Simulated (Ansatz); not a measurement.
Consider a convergence test of the plane-wave cutoff of Tl₃Zn, space group Fm-3m (Ansatz 0.2.0 through its Python package).

Input file `tl3zn.cif`:
```cif
data_Tl3Zn
_cell_length_a 5.418030
_cell_length_b 5.418030
_cell_length_c 5.418030
_cell_angle_alpha 60.00000
_cell_angle_beta 60.00000
_cell_angle_gamma 60.00000
_symmetry_space_group_name_H-M 'P 1'
_symmetry_Int_Tables_number 1
loop_
_symmetry_equiv_pos_as_xyz
'x, y, z'
loop_
_atom_site_label
_atom_site_type_symbol
_atom_site_fract_x
_atom_site_fract_y
_atom_site_fract_z
Zn1 Zn    0.000000    0.000000    0.000000
Tl2 Tl    0.500000    0.500000    0.500000
Tl3 Tl    0.250000    0.250000    0.250000
Tl4 Tl    0.750000    0.750000    0.750000
```

Script `ecut_tl3zn.py`:
```python
from dataclasses import dataclass

import ansatz
from ase.io import read


@dataclass(frozen=True)
class Options:
    kgrid: tuple[int, ...] = (6, 6, 6)
    tolerance: float = 1e-08
    xc: str = "r2SCAN"
    occupations: str = "Methfessel-Paxton"
    sigma: float = 0.05


settings = Options()

atoms = read("tl3zn.cif")
structure = ansatz.Crystal.from_ase(atoms)

setup = (
    structure.calculation()
    .kpoints(*settings.kgrid)
    .scf(tolerance=settings.tolerance)
    .functional(settings.xc)
    .occupations(settings.occupations, width=settings.sigma)
)

rows = []
for value in [250, 325, 400, 475, 550, 625]:
    r = setup.basis(value).run(threads=1).report
    rows.append((value, r["free_energy_ev"] / len(r["lattice"]["sites"]), r["n_iterations"], r["n_pw"]))

print(" cutoff (eV)   F/atom (eV)    iterations   plane waves")
for row in rows:
    print(f"{str(row[0]):>12s}  {row[1]:12.5f}  {row[2]:12d}  {row[3]:12d}")

for row in rows[:-1]:
    shift = 1000 * (row[1] - rows[-1][1])
    print(f"{row[0]}: {shift:+.2f} meV/atom" + ("  (within 2 meV)" if abs(shift) < 2 else ""))
```

From which cutoff on is the energy per atom within 2 meV of the last row, and how does it get there?

From 400 eV on it stays within 2 meV an atom of the value at 625 eV; the first row (250 eV) is off by 850.8 meV and the last but one by 0.05 meV. The energy falls steadily, as expected when plane waves are added.

The run itself:

Running `python ecut_tl3zn.py` prints:
```text
DeckWarning: basis.ecutwfc = 250 eV is below the records' recommended 500 eV, and the density's cutoff is lower with it unless basis.ecutrho_ratio is high enough to keep the records' density cutoff: compare with a run at a higher cutoff
DeckWarning: basis.ecutwfc = 325 eV is below the records' recommended 500 eV, and the density's cutoff is lower with it unless basis.ecutrho_ratio is high enough to keep the records' density cutoff: compare with a run at a higher cutoff
DeckWarning: basis.ecutwfc = 400 eV is below the records' recommended 500 eV, and the density's cutoff is lower with it unless basis.ecutrho_ratio is high enough to keep the records' density cutoff: compare with a run at a higher cutoff
DeckWarning: basis.ecutwfc = 475 eV is below the records' recommended 500 eV, and the density's cutoff is lower with it unless basis.ecutrho_ratio is high enough to keep the records' density cutoff: compare with a run at a higher cutoff
 cutoff (eV)   F/atom (eV)    iterations   plane waves
         250   -9424.29870             8           965
         325   -9425.13083             8          1459
         400   -9425.14758             8          2085
         475   -9425.14910             8          2685
         550   -9425.14941             8          3287
         625   -9425.14946             8          3943
250: +850.76 meV/atom
325: +18.64 meV/atom
400: +1.88 meV/atom  (within 2 meV)
475: +0.36 meV/atom  (within 2 meV)
550: +0.05 meV/atom  (within 2 meV)
```
(Warnings from the package without file and line.)

Reading the output:
- The mesh is modest for a metal, so energies can be off by several to tens of meV an atom and pressures by half a GPa or more; differences at equal mesh fare better.
- Spin-orbit coupling, which matters for elements this heavy, is left out.
- The structure comes from a database of computed cells and needn't be a stable or known phase.
- Shifts are counted from the last row, which is itself no proven limit.
- Timing: 26 s on 1 thread of Intel(R) Xeon(R) Platinum 8488C (Sapphire Rapids) (shared host), peak memory 0.85 GiB.

(Lines on the test bed's own set-up are left out of the output.)
